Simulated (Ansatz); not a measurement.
# GeP2H (quartet): from Hartree-Fock to the top rungs at a displaced geometry (v2), cc-pVDZ

The task here is to estimate one member of a computed series from the others.

Program: Ansatz 0.2.0, Gaussian basis. Level of theory: cc-pVDZ, core rule «outside noble gas», up to 24 orbitals frozen. These are calculated values, not measurements.

Plan: UHF; CCSD(T) on ROHF; CCSD(T) on UHF; BCCD(T) on ROHF; CISD as a restricted active space (open shells left free, so some higher excitations enter); CCSDT(Q) on ROHF; CCSDT(Q) on UHF.

25 further runs of the same task are left out: 12 that didn't finish, 13 set aside as unsound or not needed. Runs told in other sessions of the task aren't counted.

### The system

The geometry is a PBE0/def2-TZVP stationary point (not a proven minimum) with its atoms shifted at random (size 0.100 Å). No spin-orbit coupling is included. The filled d shell of Ge may be among the frozen orbitals whatever the setting's name suggests.

4 atoms, charge 0, spin multiplicity 4.

Atoms are counted from 1 here; the program's logs count them from 0.

Bond lengths: P1–Ge2 2.190 Å, P1–H4 1.384 Å, Ge2–P3 2.315 Å. Angles: Ge2–P1–H4 99.3°, P1–Ge2–P3 108.8°.

Set-up of the first run:

The input, in.yaml:

```yaml
crystal:
  periodic: [false, false, false]
  atoms:
    - {symbol: P, position_ang: [0.108523, -0.742990, 1.751889]}
    - {symbol: Ge, position_ang: [-0.056351, 0.598252, 0.028533]}
    - {symbol: P, position_ang: [0.020269, -0.666412, -1.908899]}
    - {symbol: H, position_ang: [0.103378, 0.195901, 2.768561]}
basis:
  gaussian: {orbitals: cc-pVDZ}
magnetization: {spin_polarized: true, initial_magnetization: 3}
hamiltonian: {xc: hf}
output: {orbitals: {seedname: orbitals}}
```

Launch:

```sh
ansatz run in.yaml --threads 1 --pin off --events-out ev --progress --plain --max-ram 2393MiB
```

Steps of the session up to this table: UHF; CCSD(T) on ROHF; CCSD(T) on UHF; BCCD(T) on ROHF; CISD as a restricted active space (open shells left free, so some higher excitations enter); CCSDT(Q) on ROHF; CCSDT(Q) on UHF.

One of the session's tables, all rows but one given; the rest of the session is left out.

| method | from RCCSDT(Q) (kcal/mol) |
| --- | --- |
| ROHF | ? |
| UHF | +199.98 |
| RMP2 | +39.41 |
| UMP2 | +46.65 |
| CISD | +38.31 |
| RCCSD | +12.46 |
| UCCSD | +12.00 |
| RCCSD(T) | +2.45 |
| UCCSD(T) | +2.95 |
| BCCD(T) | +2.47 |
| RCCSDT | +1.00 |
| UCCSDT | +0.92 |
| RCCSDT(Q) | 0 |
| UCCSDT(Q) | -0.18 |

Estimate the missing values for ROHF.

**Answer.** from RCCSDT(Q) (kcal/mol): +211.96. In the column «from RCCSDT(Q) (kcal/mol)» it is the highest.

Caveats from the session: Warnings: spin contamination; large T1 diagnostic. Restricted and unrestricted rows rest on different reference determinants; a gap between their highest levels can come from leftover correlation error, from unlike frozen cores or from another state.
